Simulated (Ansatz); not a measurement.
# Cu3Pt: the cost of one run

Method: DFT LDA, scalar-relativistic, in Ansatz 0.2.0.

## 1. Starting point

The structure is cubic, space group Pm-3m (No. 221). Conventional cell: a = 3.710 Å, b = 3.710 Å, c = 3.710 Å, α = 90.00°, β = 90.00°, γ = 90.00°. Around Cu (site symmetry 4/mmm) lie 8 Cu at 2.62 Å and 4 Pt at 2.62 Å. Pt (site symmetry m-3m) is surrounded by 12 Cu at 2.62 Å.

Coordinates:

```
Cu Pt
1.0
     3.71000    0.00000    0.00000
     0.00000    3.71000    0.00000
     0.00000    0.00000    3.71000
Cu Pt
3 1
Cartesian
  0.0000 1.8550 1.8550
  1.8550 0.0000 1.8550
  1.8550 1.8550 0.0000
  0.0000 0.0000 0.0000
```

Atoms are numbered in the order of the input: Cu1, Cu2, Cu3, Pt4.

## 2. Volume × 0.96, LAPW

Input file input.yaml:

```yaml
crystal:
  lattice:
    - [3.6598587183, 0.0, 0.0]
    - [0.0, 3.6598587183, 0.0]
    - [0.0, 0.0, 3.6598587183]
  atoms:
    - { symbol: Cu, position: [0.0, 0.5, 0.5] }
    - { symbol: Cu, position: [0.5, 0.0, 0.5] }
    - { symbol: Cu, position: [0.5, 0.5, 0.0] }
    - { symbol: Pt, position: [0.0, 0.0, 0.0] }
kpoints:
  mp_grid: { grid: [9, 9, 9] }
  band_path:
    path:
      - [0.0, 0.0, 0.0]
      - [0.0, 0.5, 0.0]
      - [0.5, 0.5, 0.0]
      - [0.0, 0.0, 0.0]
      - [0.5, 0.5, 0.5]
      - [0.0, 0.5, 0.0]
      - [0.5, 0.5, 0.5]
      - [0.5, 0.5, 0.0]
    npoints: 5
scf:
  occupations: { method: fermi_dirac, width: 0.05 }
hamiltonian:
  xc: lda
  pseudopotentials: { kind: all_electron, lapw: { basis_error: 0.001 } }
output:
  forces: true
  stress: true
  eigenvalues: true
```

Started as:

```bash
$ ansatz run input.yaml --threads 1 --pin off --max-ram 4096MiB --backend cpu --events-out ev --progress --plain --runs-dir out
```

What time and memory should one allow on 1 thread of Arm Neoverse V1, shared host?

About 83 s, with a peak of 0.53 GiB.
